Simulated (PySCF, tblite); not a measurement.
# C₄H₆F₂S: dynamics, then NMR shifts on frames, part 2 of 2

tblite 0.8.0 and PySCF 2.14.0. Atoms count from 0. Earlier steps stand in the parts before.

**5. NMR shieldings: 625 fs, PBE0/pcSseg-1**

The job: settings as JSON, then the geometry in Å.

```
{"job": {"kind": "nmr", "xc": "PBE0", "basis": "pcSseg-1", "pop": false}, "charge": 0, "multiplicity": 1}
C     -0.738100    -1.535900    -0.301500
C     -1.255500    -0.431600     0.163100
S     -0.923100     0.091600     1.827700
C      0.127500    -1.174100     2.497600
C     -2.386500     0.394300    -0.485100
F     -1.950900     1.375900    -1.285200
F     -3.083500    -0.446600    -1.221700
H     -0.960000    -1.730200    -1.398700
H     -0.046000    -2.268500     0.111100
H      0.541100    -0.644600     3.393800
H      0.907200    -1.338100     1.760300
H     -0.319600    -2.095300     2.913600
H     -3.085900     0.857600     0.280500
```

Level: GIAO PBE0/pcSseg-1 NMR shielding, non-relativistic, gas phase.

Standard output:

```text
coarse grid: 11864 points
cycle   1  E = -753.1538204249  dE =  9.191e-01  |g| = 7.007e-01  |ddm| = 3.277e+00
cycle   2  E = -753.0753318089  dE =  7.849e-02  |g| = 1.002e+00  |ddm| = 9.614e-01
cycle   3  E = -753.2384610154  dE = -1.631e-01  |g| = 9.240e-02  |ddm| = 6.231e-01
cycle   4  E = -753.2401044973  dE = -1.643e-03  |g| = 5.214e-02  |ddm| = 1.528e-01
cycle   5  E = -753.2407638444  dE = -6.593e-04  |g| = 1.025e-02  |ddm| = 4.680e-02
cycle   6  E = -753.2407852303  dE = -2.139e-05  |g| = 2.651e-03  |ddm| = 1.057e-02
cycle   7  E = -753.2407866791  dE = -1.449e-06  |g| = 7.408e-04  |ddm| = 3.232e-03
final grid: 112024 points
cycle   8  E = -753.2976287989  dE = -2.564e-05  |g| = 8.485e-03  |ddm| = 2.334e-02
cycle   9  E = -753.2976154389  dE =  1.336e-05  |g| = 1.141e-02  |ddm| = 1.784e-02
cycle  10  E = -753.2976457895  dE = -3.035e-05  |g| = 7.758e-04  |ddm| = 1.122e-02
cycle  11  E = -753.2976459122  dE = -1.227e-07  |g| = 2.400e-04  |ddm| = 9.844e-04
cycle  12  E = -753.2976459235  dE = -1.135e-08  |g| = 9.326e-05  |ddm| = 2.357e-04
cycle  13  E = -753.2976459252  dE = -1.676e-09  |g| = 3.095e-05  |ddm| = 8.584e-05
cycle  14  E = -753.2976459255  dE = -2.342e-10  |g| = 6.985e-06  |ddm| = 3.925e-05
converged SCF energy = -753.2976459255

GIAO shielding tensors (ppm)
atom      isotropic    diamagn.    paramagn.     s11        s22        s33       span
  0 C       76.476     254.067    -177.591    -25.613     71.259    183.783    209.396
  1 C       35.075     261.694    -226.619    -68.938     44.121    130.041    198.979
  2 S      467.026    1057.204    -590.178    307.693    407.337    686.049    378.355
  3 C      169.056     252.081     -83.026    154.131    171.223    181.814     27.683
  4 C       69.248     233.008    -163.760     57.465     73.982     76.296     18.830
  5 F      303.576     473.415    -169.840    215.001    331.548    364.178    149.177
  6 F      305.477     468.650    -163.173    222.518    318.926    374.988    152.470
  7 H       25.178      28.876      -3.698     22.351     23.352     29.830      7.479
  8 H       25.540      31.782      -6.242     22.824     23.773     30.022      7.198
  9 H       28.609      28.320       0.288     22.777     26.446     36.603     13.827
 10 H       29.215      32.289      -3.074     24.436     27.217     35.994     11.558
 11 H       29.126      28.219       0.907     24.446     25.761     37.172     12.726
 12 H       24.849      25.813      -0.964     21.971     24.866     27.710      5.739
```

It took 14 s on 1 thread of Arm Neoverse V1, shared host; peak memory 0.74 GiB.

This run: δ C1 151.9, C4 117.7, C0 110.4, C3 17.9, H12 6.87, H7 6.54 ppm.

**6. NMR shieldings: 800 fs, PBE0/pcSseg-1**

The job: settings as JSON, then the geometry in Å.

```
{"job": {"kind": "nmr", "xc": "PBE0", "basis": "pcSseg-1", "pop": false}, "charge": 0, "multiplicity": 1}
C     -0.966900    -1.651900    -0.149000
C     -1.320900    -0.350800     0.071600
S     -0.958900     0.618800     1.450900
C     -0.942900    -0.699700     2.727700
C     -2.260200     0.357800    -0.924100
F     -1.563400     1.169500    -1.731800
F     -2.937500    -0.533500    -1.762300
H     -1.303000    -2.156400    -1.067700
H     -0.444300    -2.330800     0.528100
H     -0.748800    -0.282300     3.686800
H     -0.141400    -1.346700     2.513300
H     -1.866700    -1.241700     2.680000
H     -3.072200     1.122100    -0.491700
```

Level: GIAO PBE0/pcSseg-1 NMR shielding, non-relativistic, gas phase.

Standard output:

```text
coarse grid: 11864 points
cycle   1  E = -753.1453146388  dE =  7.627e-01  |g| = 7.243e-01  |ddm| = 3.241e+00
cycle   2  E = -753.0289064056  dE =  1.164e-01  |g| = 1.123e+00  |ddm| = 1.065e+00
cycle   3  E = -753.2362650650  dE = -2.074e-01  |g| = 1.023e-01  |ddm| = 7.252e-01
cycle   4  E = -753.2380963861  dE = -1.831e-03  |g| = 6.276e-02  |ddm| = 1.546e-01
cycle   5  E = -753.2390386403  dE = -9.423e-04  |g| = 1.202e-02  |ddm| = 5.298e-02
cycle   6  E = -753.2390682458  dE = -2.961e-05  |g| = 3.441e-03  |ddm| = 1.202e-02
cycle   7  E = -753.2390711166  dE = -2.871e-06  |g| = 9.624e-04  |ddm| = 4.668e-03
final grid: 112024 points
cycle   8  E = -753.2969066618  dE = -3.627e-05  |g| = 9.611e-03  |ddm| = 2.834e-02
cycle   9  E = -753.2968896065  dE =  1.706e-05  |g| = 1.298e-02  |ddm| = 1.997e-02
cycle  10  E = -753.2969283332  dE = -3.873e-05  |g| = 9.120e-04  |ddm| = 1.235e-02
cycle  11  E = -753.2969284826  dE = -1.494e-07  |g| = 3.422e-04  |ddm| = 1.109e-03
cycle  12  E = -753.2969285069  dE = -2.429e-08  |g| = 1.455e-04  |ddm| = 3.611e-04
cycle  13  E = -753.2969285114  dE = -4.460e-09  |g| = 4.485e-05  |ddm| = 1.286e-04
cycle  14  E = -753.2969285119  dE = -4.850e-10  |g| = 8.262e-06  |ddm| = 5.630e-05
converged SCF energy = -753.2969285119

GIAO shielding tensors (ppm)
atom      isotropic    diamagn.    paramagn.     s11        s22        s33       span
  0 C       56.706     252.674    -195.968    -56.874     48.761    178.231    235.105
  1 C       30.828     260.617    -229.789    -78.144     39.260    131.368    209.512
  2 S      512.170    1057.005    -544.835    329.019    480.569    726.921    397.902
  3 C      164.022     252.181     -88.159    137.367    163.465    191.234     53.866
  4 C       56.333     233.401    -177.068     45.682     51.596     71.720     26.038
  5 F      286.128     475.141    -189.013    202.882    298.147    357.355    154.474
  6 F      274.874     470.999    -196.126    166.330    306.970    351.322    184.992
  7 H       24.702      29.497      -4.795     22.191     22.830     29.085      6.893
  8 H       25.427      31.802      -6.375     22.326     23.544     30.410      8.084
  9 H       30.143      29.460       0.683     25.318     26.901     38.209     12.891
 10 H       29.855      33.215      -3.360     24.785     28.284     36.495     11.710
 11 H       30.152      29.542       0.610     25.372     28.209     36.876     11.504
 12 H       23.417      24.494      -1.077     21.069     22.557     26.626      5.556
```

Wall time 15 s (1 thread of Arm Neoverse V1, shared host); peak memory 0.74 GiB.

This run: δ C1 156.1, C4 130.6, C0 130.2, C3 22.9, H12 8.30, H7 7.01 ppm.

**7. Shielding tensors: 1000 fs, PBE0/pcSseg-1**

The job: settings as JSON, then the geometry in Å.

```
{"job": {"kind": "nmr", "xc": "PBE0", "basis": "pcSseg-1", "pop": false}, "charge": 0, "multiplicity": 1}
C     -1.197600    -1.723200    -0.041400
C     -1.572100    -0.505600     0.146000
S     -1.288300     0.357800     1.677500
C     -0.678900    -0.941400     2.814100
C     -2.269000     0.371900    -0.875800
F     -1.271200     0.724400    -1.805800
F     -3.166500    -0.441700    -1.439000
H     -1.255200    -2.148800    -1.118200
H     -0.703900    -2.146700     0.822700
H     -0.599300    -0.341200     3.696600
H      0.235300    -1.391700     2.416600
H     -1.475100    -1.585300     3.077100
H     -2.697500     1.176700    -0.323800
```

Level: GIAO PBE0/pcSseg-1 NMR shielding, non-relativistic, gas phase.

Standard output:

```text
coarse grid: 11864 points
cycle   1  E = -753.1368454409  dE =  9.008e-01  |g| = 7.075e-01  |ddm| = 3.278e+00
cycle   2  E = -753.0481445572  dE =  8.870e-02  |g| = 1.039e+00  |ddm| = 1.017e+00
cycle   3  E = -753.2257164061  dE = -1.776e-01  |g| = 8.747e-02  |ddm| = 6.466e-01
cycle   4  E = -753.2270616024  dE = -1.345e-03  |g| = 4.951e-02  |ddm| = 1.376e-01
cycle   5  E = -753.2276273283  dE = -5.657e-04  |g| = 1.189e-02  |ddm| = 4.796e-02
cycle   6  E = -753.2276566644  dE = -2.934e-05  |g| = 3.015e-03  |ddm| = 1.133e-02
cycle   7  E = -753.2276584919  dE = -1.828e-06  |g| = 9.773e-04  |ddm| = 3.565e-03
final grid: 112024 points
cycle   8  E = -753.2852876372  dE = -3.209e-05  |g| = 9.532e-03  |ddm| = 2.557e-02
cycle   9  E = -753.2852698717  dE =  1.777e-05  |g| = 1.323e-02  |ddm| = 1.945e-02
cycle  10  E = -753.2853083033  dE = -3.843e-05  |g| = 8.775e-04  |ddm| = 1.186e-02
cycle  11  E = -753.2853084393  dE = -1.360e-07  |g| = 2.999e-04  |ddm| = 9.258e-04
cycle  12  E = -753.2853084558  dE = -1.652e-08  |g| = 1.040e-04  |ddm| = 2.737e-04
cycle  13  E = -753.2853084578  dE = -1.958e-09  |g| = 2.807e-05  |ddm| = 8.979e-05
cycle  14  E = -753.2853084579  dE = -1.758e-10  |g| = 1.060e-05  |ddm| = 3.994e-05
converged SCF energy = -753.2853084579

GIAO shielding tensors (ppm)
atom      isotropic    diamagn.    paramagn.     s11        s22        s33       span
  0 C       77.625     255.267    -177.643    -30.602     90.509    172.967    203.569
  1 C       29.400     268.783    -239.383    -83.478     41.627    130.051    213.529
  2 S      463.208    1058.950    -595.742    325.862    369.654    694.108    368.245
  3 C      171.058     250.663     -79.605    157.488    170.137    185.549     28.061
  4 C       67.194     241.508    -174.315     52.394     68.290     80.897     28.503
  5 F      280.972     477.459    -196.487    166.974    317.691    358.250    191.277
  6 F      306.856     468.382    -161.526    220.524    316.212    383.833    163.310
  7 H       23.972      28.440      -4.468     21.579     21.912     28.425      6.846
  8 H       26.461      33.360      -6.899     23.006     24.858     31.520      8.514
  9 H       29.680      29.335       0.345     24.229     27.197     37.614     13.385
 10 H       28.901      30.957      -2.056     24.100     26.368     36.234     12.134
 11 H       30.233      29.793       0.440     24.678     27.717     38.304     13.626
 12 H       26.102      28.851      -2.748     23.078     27.169     28.061      4.983
```

Run time: 15 s. Hardware: 1 thread of Arm Neoverse V1, shared host; peak memory 0.75 GiB.

This run: δ C1 157.5, C4 119.7, C0 109.3, C3 15.9, H7 7.75, H12 5.61 ppm.

**8. Run by run: NMR shifts**

Shifts (ppm) of some atoms, chosen among heavy atoms and hydrogens apart, with basis size and wall time:

```
  frame     C1     C0   H12    H9  S2      F6      F5  functions  time
 250 fs  164.7  126.7  6.04  3.32  67   -94.9  -121.1        156  15 s
 425 fs  150.4  110.9  7.62  3.81  78  -135.0  -122.3        156  15 s
 625 fs  151.9  110.4  6.87  3.11  37  -134.5  -132.6        156  14 s
 800 fs  156.1  130.2  8.30  1.57  -8  -103.9  -115.2        156  15 s
1000 fs  157.5  109.3  5.61  2.04  41  -135.9  -110.0        156  15 s
```

**9. Results**

The summary covers parts 1 to 2.

| quantity | value |
| --- | --- |
| thermostat | 400 K |
| mean temperature, second half | 404 K |
| mean potential energy above the minimum | 0.57 eV |
| ¹³C shifts against TMS (PBE0/pcSseg-1, 250 fs) | 164.7, 126.7, 122.6, 24.8 ppm |
| ¹H shifts against TMS (PBE0/pcSseg-1, 250 fs) | 6.90, 6.04, 5.85, 3.32, 3.21, 1.92 ppm |
| ³³S shifts against CS2 (PBE0/pcSseg-1, 250 fs) | 67 ppm |
| ¹⁹F shifts against CFCl3 (PBE0/pcSseg-1, 250 fs) | -94.9, -121.1 ppm |
| range of the shift of S2 | -8 to 78 ppm |

In the second half the potential energy averages 0.57 eV above the minimum; equipartition over 33 harmonic modes at 400 K would give 0.57 eV. With 13 atoms the temperature swings widely (237 to 578 K). Shifts at one fixed geometry are not the observed spectrum, which averages over the motion. In the first frame run (250 fs): The widest tensor belongs to S2: span 454 ppm, with a paramagnetic part of -619 ppm. Across the 5 runs the shift of S2 moves most, between -8 (800 fs) and 78 ppm (425 fs).
